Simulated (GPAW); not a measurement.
Runs of GPAW 26.7.0 on H2W4S8O. The cell holds a slab with vacuum, 15 atoms: a = 6.316 Å, b = 6.316 Å, c = 22.320 Å, α = 90.00°, β = 90.00°, γ = 120.00°. 

```csv
task,level,cell,series job,gap on the mesh (eV),largest force (eV/Å),work function (eV)
adsorb,PBE+D3(BJ)+ATM,"H2O (tilted) over a hollow site of the (0 0 1) slab of WS2, cut from the database cell, not relaxed",-,1.89,1.38,3.94
adsorb,PBE+D3,"H2O (tilted) over a hollow site of the (0 0 1) slab of WS2, cut from the database cell, not relaxed",-,1.89,1.40,3.94
adsorb,PBE,"H2O (tilted) over a hollow site of the (0 0 1) slab of WS2, cut from the database cell, not relaxed",-,1.89,1.42,3.94
adsorb,PBE+D4,"H2O (tilted) over a hollow site of the (0 0 1) slab of WS2, cut from the database cell, not relaxed",-,1.89,(a),3.94
adsorb,PBE+D3(op),"H2O (tilted) over a hollow site of the (0 0 1) slab of WS2, cut from the database cell, not relaxed",-,1.89,1.40,3.94
adsorb,PBE+D3(BJ),"H2O (tilted) over a hollow site of the (0 0 1) slab of WS2, cut from the database cell, not relaxed",-,1.89,1.38,3.94
```

Alike in all rows: potentials or basis GPAW PAW data sets (gpaw-data 1.2.1), pw; no spin polarisation; k mesh 3 × 3 × 1; cutoff (eV) 600; smearing fermi-dirac 0.05 eV; the mesh is coarse, so values aren't converged.

Fill in the values left out.

(a) 1.37.

Caveats: the Fermi level lies in a gap; these data sets are soft for forces on short bonds; spin-orbit coupling is left out, which moves the levels of the heavy elements.

A k mesh can miss the band edges, and the runs leave out spin-orbit coupling on W.

Not every run made on this cell is shown here.
